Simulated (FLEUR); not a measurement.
# BiTe (Fm-3m) in FLEUR: single point with revPBE

Aim: the single point of BiTe with revPBE.

Program: FLEUR MaX-R8.1 (patched build s14). These are calculated values, not measurements. Logs are shortened: lines on timing, memory, paths and dates and some standing lists are left out, and cuts for length are marked.

### 1 The structure

It takes space group Fm-3m (No. 225, cubic). The conventional cell has a = 6.470 Å, b = 6.470 Å, c = 6.470 Å, α = 90.00°, β = 90.00°, γ = 90.00°. Bi (site symmetry m-3m) has 6 Te at 3.23 Å as nearest neighbours. Te (site symmetry m-3m) has 6 Bi at 3.23 Å as nearest neighbours.

### 2 Single point, revPBE

Contents of inp.xml:

```xml
<?xml version="1.0" encoding="UTF-8" standalone="no"?>
<fleurInput fleurInputVersion="0.39">
   <comment>
      BiTe                                                                                                
   </comment>
   <calculationSetup>
      <cutoffs Kmax="3.8" Gmax="11.8" GmaxXC="11.8" numbands="0"/>
      <scfLoop itmax="60" minDistance="0.00001" maxIterBroyd="15" imix="Anderson" alpha="0.05" precondParam="0.0" spinf="2.0"/>
      <coreElectrons ctail="T" frcor="F" kcrel="0" coretail_lmax="0"/>
      <xcFunctional name="rpbe" relativisticCorrections="F"/>
      <magnetism jspins="1"/>
      <soc l_soc="F" theta="0.0" phi="0.0" spav="F"/>
      <expertModes spex="0" secvar="F"/>
      <geometryOptimization l_f="F" forcealpha="1.0" forcemix="BFGS" epsdisp="0.00001" epsforce="0.00001"/>
      <ldaU l_linMix="F" mixParam="0.05" spinf="1.0"/>
   </calculationSetup>
   <cell>
      <bzIntegration valenceElectrons="43.0" mode="hist" fermiSmearingEnergy="0.00073499">
         <kPointListSelection listName="default-1"/>
         <!-- k-points included here -->
         <xi:include xmlns:xi="http://www.w3.org/2001/XInclude" href="kpts.xml"> </xi:include>
      </bzIntegration>
      <!-- symmetry operations included here -->
      <xi:include xmlns:xi="http://www.w3.org/2001/XInclude" href="sym.xml"> </xi:include>
      <bulkLattice scale="1.0">
         <bravaisMatrix>
            <row-1>    0.0000000000000000     6.1132640130809994     6.1132640130809994</row-1>
            <row-2>    6.1132640130809994     0.0000000000000000     6.1132640130809994</row-2>
            <row-3>    6.1132640130809994     6.1132640130809994     0.0000000000000000</row-3>
         </bravaisMatrix>
      </bulkLattice>
   </cell>
   <atomSpecies>
      <species name="Bismuth (Bi)" element="Bi" atomicNumber="83">
         <mtSphere radius="2.66" gridPoints="879" logIncrement="0.015"/>
         <atomicCutoffs lmax="11" lnonsphr="8"/>
         <electronConfig flipSpins="F">
            <coreConfig>(1s1/2) (2s1/2) (2p1/2) (2p3/2) (3s1/2) (3p1/2) (3p3/2) (4s1/2) (3d3/2) (3d5/2) (4p1/2) (4p3/2) (5s1/2) (4d3/2) (4d5/2) (4f5/2) (4f7/2)</coreConfig>
            <valenceConfig>(5p1/2) (5p3/2) (6s1/2) (5d3/2) (5d5/2) (6p1/2) (6p3/2)</valenceConfig>
            <stateOccupation state="(6p1/2)" spinUp="0.500000" spinDown="0.500000"/>
            <stateOccupation state="(6p3/2)" spinUp="1.000000" spinDown="1.000000"/>
         </electronConfig>
         <energyParameters s="6" p="6" d="5" f="5"/>
         <lo type="SCLO" l="1" n="5" eDeriv="0"/>
         <lo type="SCLO" l="1" n="5" eDeriv="1"/>
         <lo type="SCLO" l="0" n="6" eDeriv="2"/>
         <lo type="SCLO" l="2" n="5" eDeriv="2"/>
         <lo type="SCLO" l="3" n="5" eDeriv="2"/>
      </species>
      <species name="Tellurium (Te)" element="Te" atomicNumber="52">
         <mtSphere radius="2.66" gridPoints="879" logIncrement="0.015"/>
         <atomicCutoffs lmax="11" lnonsphr="8"/>
         <electronConfig flipSpins="F">
            <coreConfig>(1s1/2) (2s1/2) (2p1/2) (2p3/2) (3s1/2) (3p1/2) (3p3/2) (4s1/2) (3d3/2) (3d5/2)</coreConfig>
            <valenceConfig>(4p1/2) (4p3/2) (5s1/2) (4d3/2) (4d5/2) (5p1/2) (5p3/2)</valenceConfig>
            <stateOccupation state="(5p1/2)" spinUp="0.666667" spinDown="0.666667"/>
            <stateOccupation state="(5p3/2)" spinUp="1.333333" spinDown="1.333333"/>
         </electronConfig>
         <energyParameters s="5" p="5" d="5" f="4"/>
         <lo type="SCLO" l="1" n="4" eDeriv="0"/>
         <lo type="SCLO" l="1" n="4" eDeriv="1"/>
         <lo type="SCLO" l="2" n="4" eDeriv="0"/>
         <lo type="SCLO" l="2" n="4" eDeriv="1"/>
         <lo type="SCLO" l="0" n="5" eDeriv="2"/>
         <lo type="SCLO" l="3" n="4" eDeriv="2"/>
      </species>
   </atomSpecies>
   <atomGroups>
      <atomGroup species="Bismuth (Bi)">
         <relPos label="                   1">.0000000000 .0000000000 .0000000000</relPos>
         <force calculate="T" relaxXYZ="TTT"/>
      </atomGroup>
      <atomGroup species="Tellurium (Te)">
         <relPos label="                   2">1.000/2.000 1.000/2.000 1.000/2.000</relPos>
         <force calculate="T" relaxXYZ="TTT"/>
      </atomGroup>
   </atomGroups>
   <output dos="F" band="F" slice="F">
      <checks vchk="F" cdinf="F"/>
      <bandDOS minEnergy="-.5*Htr" maxEnergy="0.5*Htr" sigma="0.015" storeEVData="T"/>
      <vacuumDOS vacdos="F" integ="F" star="F" nstars="0" locx1="0.0" locy1="0.0" locx2="0.0" locy2="0.0" nstm="0" tworkf="0.0"/>
      <unfoldingBand unfoldBand="F" supercellX="1" supercellY="1" supercellZ="1"/>
      <plotting iplot="0" polar="F">
         <plot TwoD="T" vec1="  1.0  0.0  0.0" vec2="  0.0  1.0  0.0" vec3="  0.0  0.0  1.0" zero="  0.0  0.0  0.0" file="plot"/>
      </plotting>
      <chargeDensitySlicing numkpt="0" minEigenval="0.0" maxEigenval="0.0" nnne="0" pallst="F"/>
      <specialOutput eonly="F"/>
      <magneticCircularDichroism mcd="F" energyLo="-10.0" energyUp="0.0"/>
   </output>
  <!-- We include the file relax.xml here to enable relaxations (see documentation) -->
  <xi:include xmlns:xi="http://www.w3.org/2001/XInclude" href="relax.xml"> <xi:fallback/> </xi:include>
</fleurInput>
```

Contents of crystal.txt:

```
BiTe
&input cartesian=F /
0.0000000000  3.2350000000  3.2350000000
3.2350000000  0.0000000000  3.2350000000
3.2350000000  3.2350000000  0.0000000000
1.8897261246
1.0 1.0 1.0

2
83 0.0000000000  0.0000000000  0.0000000000
52 0.5000000000  0.5000000000  0.5000000000

&kpt div1=7 div2=7 div3=7 gamma=T /
```

Potentials or basis: all-electron, FLAPW.

Command:

```
$ inpgen -f crystal.txt -profile fastHighL
$ # inp.xml edited to the form shown
$ fleur
```

Output:

```text
Welcome to FLEUR        (www.flapw.de)
      MaX-Release 8.1          (www.max-centre.eu)

 ========== k-point set info ==========
 Selected k-point list: default-1
 k-point list type: mesh
 7 x 7 x 7
 Number of k points: 20

 ------------Calculation Setup---------------------------
 Number of OMP-threads    :            1
 Number of basis functions:          520
 Approximate size of matrices (H+S) per k-point:         0.004 GB
 --------------------------------------------------------
 Iteration:     1   Distance:       8.81389394 me/bohr^3
 Iteration:     2   Distance:       8.28077906 me/bohr^3
 Iteration:     3   Distance:       3.04750005 me/bohr^3
 Iteration:     4   Distance:       0.88422012 me/bohr^3
 Iteration:     5   Distance:       0.62970214 me/bohr^3
 Iteration:     6   Distance:       0.08678877 me/bohr^3
 Iteration:     7   Distance:       0.07014041 me/bohr^3
 Iteration:     8   Distance:       0.02914782 me/bohr^3
 Iteration:     9   Distance:       0.00284446 me/bohr^3
 Iteration:    10   Distance:       0.00284564 me/bohr^3
 Iteration:    11   Distance:       0.00061236 me/bohr^3
 Iteration:    12   Distance:       0.00007619 me/bohr^3
 Iteration:    13   Distance:       0.00006325 me/bohr^3
 Iteration:    14   Distance:       0.00001285 me/bohr^3
 Iteration:    15   Distance:       0.00000126 me/bohr^3

 ********************************************************************
 Run finished successfully
 Stop message:
   all done
 ********************************************************************
```

out.xml (last iteration):

```text
<iteration numberForCurrentRun="   15" overallNumber="   15">
         <energyParameters units="Htr">
            <atomicEP atomType="1" spin="1" branch="6s" branchLowest="-5.39" branchHighest="0.38" value="-0.1593094845"/>
            <atomicEP atomType="1" spin="1" branch="6p" branchLowest="-3.11" branchHighest="1.22" value="0.1660090980"/>
            <atomicEP atomType="1" spin="1" branch="5d" branchLowest="-15.36" branchHighest="-0.55" value="-0.5536448348"/>
            <atomicEP atomType="1" spin="1" branch="5f" branchLowest="-5.20" branchHighest="1.72" value="0.5216311974"/>
            <loAtomicEP atomType="1" spin="1" branch="5p" branchLowest="-24.59" branchHighest="-3.11" value="-3.1152013897"/>
            <loAtomicEP atomType="1" spin="1" branch="5p" branchLowest="-24.59" branchHighest="-3.11" value="-3.1152013897"/>
            <loAtomicEP atomType="1" spin="1" branch="6s" branchLowest="-5.39" branchHighest="0.38" value="-0.1593094845"/>
            <loAtomicEP atomType="1" spin="1" branch="5d" branchLowest="-15.36" branchHighest="-0.55" value="-0.5976701071"/>
            <loAtomicEP atomType="1" spin="1" branch="5f" branchLowest="-5.20" branchHighest="1.72" value="0.5216046211"/>
            <atomicEP atomType="2" spin="1" branch="5s" branchLowest="-5.62" branchHighest="0.30" value="-0.1707513608"/>
            <atomicEP atomType="2" spin="1" branch="5p" branchLowest="-3.78" branchHighest="0.93" value="0.1287476679"/>
            <atomicEP atomType="2" spin="1" branch="5d" branchLowest="-1.10" branchHighest="2.02" value="0.3769163373"/>
            <atomicEP atomType="2" spin="1" branch="4f" branchLowest="-9.99" branchHighest="1.53" value="0.5353619388"/>
            <loAtomicEP atomType="2" spin="1" branch="4p" branchLowest="-29.09" branchHighest="-3.78" value="-3.7843796200"/>
            <loAtomicEP atomType="2" spin="1" branch="4p" branchLowest="-29.09" branchHighest="-3.78" value="-3.7843796200"/>
            <loAtomicEP atomType="2" spin="1" branch="4d" branchLowest="-20.14" branchHighest="-1.10" value="-1.1134713307"/>
            <loAtomicEP atomType="2" spin="1" branch="4d" branchLowest="-20.14" branchHighest="-1.10" value="-1.1134713307"/>
            <loAtomicEP atomType="2" spin="1" branch="5s" branchLowest="-5.62" branchHighest="0.30" value="-0.1707513608"/>
            <loAtomicEP atomType="2" spin="1" branch="4f" branchLowest="-9.99" branchHighest="1.53" value="0.5353568073"/>
         </energyParameters>
         <eigenvalues>
[... 50 lines left out ...]
            <state n="2" l="0" j="0.5" energy="-596.8055033964" weight="1.0000000000"/>
            <state n="2" l="1" j="0.5" energy="-573.2652518954" weight="1.0000000000"/>
            <state n="2" l="1" j="1.5" energy="-488.0003121797" weight="2.0000000000"/>
            <state n="3" l="0" j="0.5" energy="-143.7534304802" weight="1.0000000000"/>
            <state n="3" l="1" j="0.5" energy="-133.1436028233" weight="1.0000000000"/>
[... 9 lines left out ...]
            <state n="4" l="3" j="2.5" energy="-5.3183201698" weight="3.0000000000"/>
            <state n="4" l="3" j="3.5" energy="-5.1164377198" weight="4.0000000000"/>
         </coreStates>
         <coreStates atomType="     2" atomicNumber=" 52" spin="1" kinEnergy="   6891.1929926281" eigValSum="  -4093.5133147646" lostElectrons=" 0.000011">
            <state n="1" l="0" j="0.5" energy="-1161.1860125449" weight="1.0000000000"/>
            <state n="2" l="0" j="0.5" energy="-177.6658886504" weight="1.0000000000"/>
            <state n="2" l="1" j="0.5" energy="-166.4153739965" weight="1.0000000000"/>
            <state n="2" l="1" j="1.5" energy="-156.3282672641" weight="2.0000000000"/>
            <state n="3" l="0" j="0.5" energy="-35.0284984386" weight="1.0000000000"/>
            <state n="3" l="1" j="0.5" energy="-30.4060104800" weight="1.0000000000"/>
            <state n="3" l="1" j="1.5" energy="-28.5255831437" weight="2.0000000000"/>
            <state n="4" l="0" j="0.5" energy="-5.6214345698" weight="1.0000000000"/>
            <state n="3" l="2" j="1.5" energy="-20.3810764326" weight="2.0000000000"/>
            <state n="3" l="2" j="2.5" energy="-19.9878616737" weight="3.0000000000"/>
         </coreStates>
         <allElectronCharges>
            <spinDependentCharge spin="1" total="135.0000000" interstitial="4.1900607" mtSpheres="130.8099393"/>
            <totalCharge value="135.0000000013"/>
         </allElectronCharges>
         <totalEnergy                                    value="   -28378.6111162621" units="Htr">
            <sumOfEigenvalues                            value="   -17501.9064198325">
               <coreElectrons value="-17443.9108067574"/>
               <valenceElectrons value="-57.9956130751"/>
            </sumOfEigenvalues>
            <densityCoulombPotentialIntegral value="-49180.1044118466"/>
            <densityEffectivePotentialIntegral value="-49931.9772268901"/>
            <chargeDenXCDenIntegral value="-575.5017707508"/>
            <FockExchangeEnergyValence value="0.0000000000"/>
            <FockExchangeEnergyCore value="0.0000000000"/>
            <atomTypeDependentContributions atomType="1">
               <electronNucleiInteractionDifferentMTs value="27334.4883153742"/>
               <MadelungTerm value="-42.9832559370"/>
            </atomTypeDependentContributions>
            <atomTypeDependentContributions atomType="2">
               <electronNucleiInteractionDifferentMTs value="8240.7814302542"/>
               <MadelungTerm value="-24.8749450802"/>
            </atomTypeDependentContributions>
            <tkbTimesEntropy value="0.0002008958"/>
            <freeEnergy value="-28378.6113171580"/>
            <extrapolationTo0K value="-28378.6112167101"/>
         </totalEnergy>
         <densityConvergence units="me/bohr^3">
            <chargeDensity spin="1" distance="0.0000012572"/>
         </densityConvergence>
      </iteration>
```

Wall time 26 s (1 thread of INTEL XEON PLATINUM 8581C at 2.30GHz (Emerald Rapids), shared host); peak memory 0.06 GiB.

Results:

| Quantity | Value |
| --- | --- |
| Free energy | -772221.3537 eV |
| Band gap on the k mesh | none (metal or under the smearing width) |
| Valence electrons inside the program's atomic spheres | Bi 18.75; Te 20.06 (radii Bi 2.66, Te 2.66 bohr) |

Core levels (eV from the Fermi level):
| atom | levels |
| --- | --- |
| 1 Bi | 1s1/2 -90522.6, 2s1/2 -16247.0, 2p1/2 -15606.4, 2p3/2 -13286.2, 3s1/2 -3918.8, 3p1/2 -3630.1, 3p3/2 -3110.5, 4s1/2 -896.9, 3d3/2 -2639.0, 3d5/2 -2528.9, 4p1/2 -771.5, 4p3/2 -643.4, 5s1/2 -153.7, 4d3/2 -439.9, 4d5/2 -416.0, 4f5/2 -151.8, 4f7/2 -146.3 |
| 2 Te | 1s1/2 -31604.5, 2s1/2 -4841.6, 2p1/2 -4535.4, 2p3/2 -4261.0, 3s1/2 -960.2, 3p1/2 -834.4, 3p3/2 -783.3, 4s1/2 -160.0, 3d3/2 -561.7, 3d5/2 -551.0 |

Caveat: spin-orbit coupling is left out, which moves the levels of the heavy elements.
